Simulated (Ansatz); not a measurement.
# Ge2W3: the cost of one run

Computed with Ansatz 0.2.0 (DFT PBE, scalar-relativistic, plane waves, PAW, unless a step's input says otherwise).

1 further run of the same task is left out (it didn't finish).

## Step 1: The system as given

It takes space group P-3m1 (No. 164, trigonal). The conventional cell has a = 4.287 Å, b = 4.287 Å, c = 5.300 Å, α = 90.00°, β = 90.00°, γ = 120.00°. Around Ge (site symmetry 3m) lie 8 W at 2.53 to 2.77 Å. Around W (site symmetry -3m) lie 6 Ge at 2.63 Å. Around W (site symmetry 3m) lie 5 Ge at 2.53 to 2.77 Å and 3 W at 2.91 Å.

Structure file:

```xyz
5
Lattice="4.2869 0.0000 0.0000 -2.1435 3.7126 0.0000 0.0000 0.0000 5.3004" Properties=species:S:1:pos:R:3 pbc="T T T"
Ge    0.0000    2.4751    0.8821
Ge    2.1435    1.2375    4.4183
W     0.0000    0.0000    0.0000
W     0.0000    2.4751    3.4131
W     2.1435    1.2375    1.8873
```

A structure generator made this guess: species swapped into a database cell of Ga3Pt2 (P-3m1, No. 164), with W on the Ga sites and Ge on the Pt sites. Lengths come from tabulated atomic sizes and are only a guess.

## Step 2: The guess as it stands, on a coarse mesh

File input.yaml:

```yaml
crystal:
  lattice:
    - [4.28693819, 0.0, 0.0]
    - [-2.1434691, 3.71259738, 0.0]
    - [0.0, 0.0, 5.30042988]
  atoms:
    - { symbol: Ge, position: [0.33333333, 0.66666667, 0.16642144] }
    - { symbol: Ge, position: [0.66666667, 0.33333333, 0.83357856] }
    - { symbol: W, position: [0.0, 0.0, 0.0] }
    - { symbol: W, position: [0.33333333, 0.66666667, 0.64393747] }
    - { symbol: W, position: [0.66666667, 0.33333333, 0.35606253] }
basis:
  ecutwfc: 420
kpoints:
  mp_grid: { grid: [6, 6, 4] }
hamiltonian:
  xc: pbe
scf:
  occupations: { method: gaussian, width: 0.1 }
  lower_state_search: "off"
output:
  forces: true
  stress: true
  eigenvalues: true
```

The run is started by

```sh
$ ansatz run input.yaml --threads 1 --pin off --max-ram 2560MiB --backend cpu --events-out ev --progress --plain --runs-dir out
```

What time and memory should one allow on 1 thread of Intel Xeon at 2.50GHz (Skylake/Cascade Lake), shared host?

About 11 s, with a peak of 0.4 GiB.
